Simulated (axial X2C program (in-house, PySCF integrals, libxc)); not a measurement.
# A two-component session on BrP⁺: properties at the nuclei

Aim: properties at the nuclei of BrP⁺, with spin–orbit coupling in the Hamiltonian from the start.

Program: an in-house X2C program for linear molecules on PySCF integrals. Level of theory: two-component X2C with atomic mean-field terms, Br dyall-cv3z, P dyall-v3z. These are calculated values, not measurements.

**1. Set-up**

task.json reads:

```json
{"zs": [35, 15], "q": 1, "bas": ["dyall-cv3z", "dyall-v3z"], "r0": 2.25, "levels": ["PBE0", "HF", "TPSSh", "LDA", "PBE"], "nst": 3}
```

Keys: zs atomic numbers; q charge; bas basis sets; r0 starting distance in Å; levels methods (HF also brings MP2); nst determinants followed.

Launch:

```
> python soeom.py task.json out
```

The runs that follow: Expectation values, lowest determinant; Expectation values, a higher determinant.

Before running it: what results should come out? Wanted: lowest determinant; Eeff magnitude; Ws magnitude Br; A∥/gI Br; qzz Br; higher determinant (for each run or level that gives them).

As calculated:

| quantity | value |
| --- | --- |
| lowest determinant | Ω = 1/2 (excess of +ω over −ω: ω = 1/2) |
| Eeff magnitude (GV/cm), PBE0 | 0.158 |
| Ws magnitude Br (kHz), PBE0 | 0.0827 |
| A∥/gI Br (MHz), PBE0 | 892 |
| qzz Br (a.u.), PBE0 | 3.48 |
| higher determinant | Ω = 3/2 (excess of +ω over −ω: ω = 3/2) |
| Eeff magnitude (GV/cm), PBE0, higher determinant | 0.0306 |
| Ws magnitude Br (kHz), PBE0, higher determinant | 0.0106 |
| A∥/gI Br (MHz), PBE0, higher determinant | 241 |
| qzz Br (a.u.), PBE0, higher determinant | 3.53 |

In the first state, the effective field runs from 0.13 to 0.217 GV/cm over the mean-field levels. The expectation values come from single determinants, which for open shells can mix terms of unlike spin or miss the lowest Ω, so a determinant need not be a state. Eeff is the effective electric field on the electron dipole moment in this Ω state and Ws the scalar–pseudoscalar constant (defined with the proton number Z and per Ω); A∥ is the parallel hyperfine constant, which follows by multiplying with the nuclear g factor gI = μI/(I μN); qzz is the electric field gradient, eQq0 = 234.96 MHz × Q/barn × qzz. The operators were transformed with the bare-nucleus X2C matrices.
